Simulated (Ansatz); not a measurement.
The same calculation of CH3ClSeSi, SMILES Cl[SiH]1C[Se]1 as a Python script and as an input file (the Python package of Ansatz (0.2.0)).

The script, `ch3clsesi_md.py`:
```python
'''Molecular dynamics of one CH3ClSeSi molecule.'''

import ansatz as az
from ase import Atoms
import numpy as np


def main() -> None:
    atoms = Atoms(['Cl', 'Si', 'C', 'Se', 'H', 'H', 'H'], positions=[
        [1.0414, -1.6807, -1.6526],
        [-0.1222, -0.896, -0.0535],
        [-0.1827, 0.9303, 0.0328],
        [1.266, 0.4512, 1.3432],
        [-1.1567, -1.6678, 0.6305],
        [0.2645, 1.4535, -0.849],
        [-1.0491, 1.3414, 0.5029],
    ])
    geometry = az.Crystal.molecule_from_ase(atoms)

    job = (
        geometry.calculation()
        .basis(gaussian='def2-SVP')
        .functional('pbe0')
        .md('nve', timestep=0.5, steps=40, temperature=500, initial_velocities='maxwell_boltzmann', seed=17)
    )
    frames = []
    job.session().plan().execute(on_event=lambda e: frames.append(e['data']) if e['event'] == 'md_step' else None)
    print('t (fs)   E_pot (eV)      E_kin (eV)   T (K)   d(0-1) (A)')
    for f in frames[::1]:
        xyz = np.array(f['positions_ang'])
        print(f'{f["time_fs"]:6.2f} {f["lagrangian_ev"]:14.5f} {f["e_kin_ev"]:10.5f} {f["temperature_k"]:8.1f} {np.linalg.norm(xyz[0] - xyz[1]):9.4f}')
    kept = np.array([f['conserved_ev'] for f in frames])
    print(f'conserved energy moves by at most {1000 * np.ptp(kept):.3f} meV')


if __name__ == '__main__':
    main()
```

```console
$ python ch3clsesi_md.py
t (fs)   E_pot (eV)      E_kin (eV)   T (K)   d(0-1) (A)
  0.00   -86805.12195    0.32315    500.0    2.1276
  0.50   -86805.13321    0.33436    517.3    2.1266
  1.00   -86805.11930    0.32094    496.6    2.1255
  1.50   -86805.08661    0.28896    447.1    2.1242
  2.00   -86805.04529    0.24831    384.2    2.1228
  2.50   -86805.00540    0.20892    323.2    2.1213
  3.00   -86804.97473    0.17855    276.3    2.1197
  3.50   -86804.95810    0.16203    250.7    2.1180
  4.00   -86804.95726    0.16112    249.3    2.1163
  4.50   -86804.97109    0.17470    270.3    2.1145
  5.00   -86804.99571    0.19891    307.8    2.1126
  5.50   -86805.02465    0.22729    351.7    2.1107
  6.00   -86805.04938    0.25139    389.0    2.1088
  6.50   -86805.06082    0.26234    405.9    2.1068
  7.00   -86805.05260    0.25407    393.1    2.1049
  7.50   -86805.02556    0.22768    352.3    2.1029
  8.00   -86804.99108    0.19443    300.8    2.1009
  8.50   -86804.96882    0.17334    268.2    2.0988
  9.00   -86804.97688    0.18172    281.2    2.0968
  9.50   -86805.01989    0.22390    346.4    2.0947
 10.00   -86805.08535    0.28800    445.6    2.0925
 10.50   -86805.15202    0.35359    547.1    2.0904
 11.00   -86805.20241    0.40366    624.6    2.0882
 11.50   -86805.22982    0.43137    667.5    2.0860
 12.00   -86805.23759    0.43977    680.4    2.0837
 12.50   -86805.23452    0.43736    676.7    2.0814
 13.00   -86805.23028    0.43362    670.9    2.0790
 13.50   -86805.23262    0.43626    675.0    2.0767
 14.00   -86805.24625    0.44999    696.3    2.0743
 14.50   -86805.27280    0.47646    737.2    2.0720
 15.00   -86805.31108    0.51449    796.1    2.0696
 15.50   -86805.35726    0.56026    866.9    2.0673
 16.00   -86805.40492    0.60735    939.7    2.0651
 16.50   -86805.44516    0.64689   1000.9    2.0629
 17.00   -86805.46752    0.66857   1034.5    2.0607
 17.50   -86805.46262    0.66333   1026.4    2.0587
 18.00   -86805.42702    0.62811    971.9    2.0567
 18.50   -86805.36855    0.57088    883.3    2.0548
 19.00   -86805.30763    0.51160    791.6    2.0529
 19.50   -86805.26960    0.47457    734.3    2.0512
 20.00   -86805.26975    0.47437    734.0    2.0496
conserved energy moves by at most 4.257 meV
```

`input.yaml`:
```yaml
crystal:
  periodic: [false, false, false]
  atoms:
    - { symbol: Cl, position_ang: [1.0414, -1.6807, -1.6526] }
    - { symbol: Si, position_ang: [-0.1222, -0.896, -0.0535] }
    - { symbol: C, position_ang: [-0.1827, 0.9303, 0.0328] }
    - { symbol: Se, position_ang: [1.266, 0.4512, 1.3432] }
    - { symbol: H, position_ang: [-1.1567, -1.6678, 0.6305] }
    - { symbol: H, position_ang: [0.2645, 1.4535, -0.849] }
    - { symbol: H, position_ang: [-1.0491, 1.3414, 0.5029] }
basis:
  gaussian:
    orbitals: def2-SVP
hamiltonian:
  xc: pbe0
md:
  timestep: 0.5
  n_steps: 40
  ensemble: nve
  temperature: 500.0
  initial_velocities: maxwell_boltzmann
  seed: 17
```

Reading the output:
- Total energies depend on the basis set; only differences at equal settings carry meaning.
- The trajectory is only some femtoseconds long, so its temperature is not equilibrated; where the script doesn't relax first, it starts from a rough generated geometry.
- The temperature counts the internal degrees of freedom alone.
- Run time: 2.8 min on 1 thread of Intel(R) Xeon(R) Platinum 8375C CPU @ 2.90GHz (Ice Lake), on a shared host, peak memory 0.3 GiB.

(Lines on the test bed's own set-up are left out of the output.)
